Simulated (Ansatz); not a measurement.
**C3H7B: how energies converge with the basis set**

An exercise on one series of results from a longer session: the logs are not shown, and one member is left open.

Program: Ansatz 0.2.0, Gaussian basis. Level of theory: one geometry, several basis sets. These are calculated values, not measurements.

Plan: PBE0-D4/def2-SVP; ωB97M-V/def2-SVP; PBE0-D4/def2-QZVPP; ωB97M-V/def2-QZVPP; the functionals' def2-TZVPP values are taken from earlier runs.

## The geometry

The geometry comes from an earlier relaxation with PBE0-D4 in a triple-zeta def2 set; it is a stationary point, not always the lowest conformer.

SMILES `B/C=C/C`, 11 atoms, charge 0, spin multiplicity 1.

Atoms are counted from 1 here; the program's logs count them from 0.

Bond lengths: B1–C2 1.525 Å, B1–H5 1.200 Å, B1–H6 1.198 Å, C2–C3 1.345 Å, C2–H7 1.090 Å, C3–C4 1.483 Å, C3–H8 1.090 Å, C4–H9 1.095 Å, C4–H10 1.091 Å, C4–H11 1.095 Å. Angles: C2–B1–H5 118.9°, C2–B1–H6 122.1°, H5–B1–H6 119.1°, B1–C2–C3 120.7°, B1–C2–H7 122.0°, C3–C2–H7 117.3°, C2–C3–C4 126.3°, C2–C3–H8 117.7°, C4–C3–H8 116.0°, C3–C4–H9 110.4°, C3–C4–H10 112.0°, C3–C4–H11 110.5°, H9–C4–H10 108.9°, H9–C4–H11 106.1°, H10–C4–H11 108.9°.

Set-up of the first run:

Contents of in.yaml:

```yaml
crystal:
  periodic: [false, false, false]
  atoms:
    - {symbol: B, position_ang: [-0.574453, 2.008326, 0.412005]}
    - {symbol: C, position_ang: [0.023463, 0.616708, 0.591671]}
    - {symbol: C, position_ang: [-0.052413, -0.295468, -0.393225]}
    - {symbol: C, position_ang: [0.482408, -1.678158, -0.352272]}
    - {symbol: H, position_ang: [-1.114195, 2.277715, -0.625022]}
    - {symbol: H, position_ang: [-0.521687, 2.838755, 1.273315]}
    - {symbol: H, position_ang: [0.525538, 0.317438, 1.511902]}
    - {symbol: H, position_ang: [-0.552918, -0.004054, -1.316615]}
    - {symbol: H, position_ang: [-0.321198, -2.404182, -0.515957]}
    - {symbol: H, position_ang: [0.969295, -1.899718, 0.598185]}
    - {symbol: H, position_ang: [1.201660, -1.834461, -1.163388]}
basis:
  gaussian: {orbitals: def2-SVP}
hamiltonian: {xc: pbe0, dispersion: d4}
output: {orbitals: {seedname: orbitals}}
```

Launch:

```console
> ansatz run in.yaml --threads 2 --pin off --events-out ev --progress --plain --max-ram 4352MiB
```

Steps of the session up to this table: PBE0-D4 in def2-SVP; ωB97M-V in def2-SVP; PBE0-D4 in def2-QZVPP; ωB97M-V in def2-QZVPP.

One of the session's tables, all rows but one given; the rest of the session is left out.

It belongs to the step «Functionals by basis». 

```
functional       basis  HOMO (eV)  LUMO (eV)
   PBE0-D4    def2-SVP      -7.95      -1.72
   PBE0-D4  def2-TZVPP      -7.98      -1.78
   PBE0-D4  def2-QZVPP          ?          ?
   ωB97M-V    def2-SVP     -10.13       0.35
   ωB97M-V  def2-TZVPP     -10.17       0.21
   ωB97M-V  def2-QZVPP     -10.17       0.16
```

**Question.** Estimate the row for PBE0-D4, def2-QZVPP.

As computed: HOMO (eV): -7.99; LUMO (eV): -1.80. In the column «HOMO (eV)» it lies between ωB97M-V, def2-SVP (-10.13) and PBE0-D4, def2-TZVPP (-7.98).
